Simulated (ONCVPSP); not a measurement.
**Pseudopotential generation for Cu: ONCV, PBE**

Do these settings give a usable potential? It is generated, then checked for transferability, scattering, ghosts and hardness.

Method: ONCVPSP 4.0.1.1 (patched build), PBE, scalar-relativistic.

## (1) Settings

Typed settings, in words:

| Item | Value |
| --- | --- |
| element | copper (Cu, Z = 29) |
| type | optimised norm-conserving Vanderbilt (ONCV) |
| frozen core | [Ne] |
| valence charge | 19 |
| reference configuration | 3s2 3p6 3d10 4s1 |
| partial waves | 3s+4s: rc 1.10 bohr, ncon 4, nbas 8, qcut 10.9 1/bohr, 2 projectors; 3p: rc 1.00 bohr, ncon 3, nbas 6, qcut 13.2 1/bohr, 2 projectors, debl 1.6 Ha; 3d: rc 1.15 bohr, ncon 4, nbas 9, qcut 14.9 1/bohr, 1 projector; f scattering state at 0.2 Ha: rc 1.00 bohr, ncon 4, nbas 7, qcut 12.6 1/bohr, 2 projectors, debl 1.4 Ha |
| local potential | polynomial inside 0.80 bohr (lpopt 3, dvloc0 -1 Ha) |
| core correction | Teter function, fcfact 5, rcfact 1.5 |

An earlier all-electron run gives the scale for the radii.

All-electron outer shells of the reference configuration (PBE, scalar-relativistic, ld1.x):

| shell | level (eV) | outermost node (bohr) | outermost maximum (bohr) |
| --- | --- | --- | --- |
| 2p | -916.98 | – | 0.16 |
| 3s | -114.70 | 0.29 | 0.61 |
| 3p | -72.14 | 0.26 | 0.62 |
| 3d | -5.04 | – | 0.60 |
| 4s | -4.61 | 0.89 | 2.27 |
| 4p | -0.70 | 0.97 | 3.65 |

## (2) Generating the potential

Cu.dat

```
# ATOM AND REFERENCE CONFIGURATION
# atsym  z   nc   nv     iexc    psfile
  Cu 29.00    3    4        4      upf
#
#   n    l    f
    1    0    2.00
    2    0    2.00
    2    1    6.00
    3    0    2.00
    3    1    6.00
    3    2   10.00
    4    0    1.00
#
# PSEUDOPOTENTIAL AND OPTIMIZATION
# lmax
    3
#
#   l,   rc,      ep,       ncon, nbas, qcut
    0    1.10    0.00    4    8   10.90
    1    1.00    0.00    3    6   13.20
    2    1.15    0.00    4    9   14.90
    3    1.00    0.20    4    7   12.60
#
# LOCAL POTENTIAL
# lloc, lpopt,  rc(5),   dvloc0
    4    3    0.80   -1.00
#
# VANDERBILT-KLEINMAN-BYLANDER PROJECTORs
# l, nproj, debl
    0    2    0.40
    1    2    1.60
    2    1    1.60
    3    2    1.40
#
# MODEL CORE CHARGE
# icmod, fcfact, rcfact
    3    5.00    1.50
#
# LOG DERIVATIVE ANALYSIS
# epsh1, epsh2, depsh
   -6.00    5.00    0.04
#
# OUTPUT GRID
# rlmax, drl
    6.00    0.01
#
# TEST CONFIGURATIONS
# ncnf
    4
# nvcnf
#   n    l    f
    4
    3    0    2.00
    3    1    6.00
    3    2   10.00
    4    0    0.00
#
    4
    3    0    2.00
    3    1    6.00
    3    2    9.00
    4    0    0.00
#
    4
    3    0    2.00
    3    1    6.00
    3    2    8.00
    4    0    0.00
#
    4
    3    0    2.00
    3    1    6.00
    3    2    7.00
    4    0    0.00
#
```

On the command line:

```bash
$ oncvpsp.x < Cu.dat > Cu.out
```

**Question.** What will these runs give? Wanted: cutoffs for 1 and 0.1 mHa per electron, occupied waves; bound ghosts; GHOST(+) flags; largest test error; largest phase difference near zero energy, channels read; rms error of d²Exc/dn², without and with the model core; projector energies reset by the program.

The runs gave:

| quantity | value |
| --- | --- |
| cutoffs for 1 and 0.1 mHa per electron, occupied waves | 81 Ha and 93 Ha |
| bound ghosts | none found |
| GHOST(+) flags | none at low energy |
| largest test error (AE − PS) | -3.9 meV, for 3s2 3p6 3d9 4s0 (2 tests unsolved) |
| largest phase difference near zero energy, channels read | 0.002 rad |
| rms error of d²Exc/dn², without and with the model core | 1.70 and 2.03 mHa |
| projector energies reset by the program | p: -2.651, 0.250 Ha |

What this shows: By total energies transferability is very good where solved: the largest error is 3.9 meV on 29.5 eV, for 3s2 3p6 3d9 4s0. Of the tests 2 gave no usable energy difference, which is a warning in itself. It counts as very hard, with 81 Ha needed at the looser tolerance. At the looser tolerance the 3d wave is the slowest; 3p needs 46 Ha. No bound ghost shows below the valence levels. Near zero energy the phases of the channels with partial waves agree within 0.002 rad. All of this concerns the isolated atom, not yet a solid.
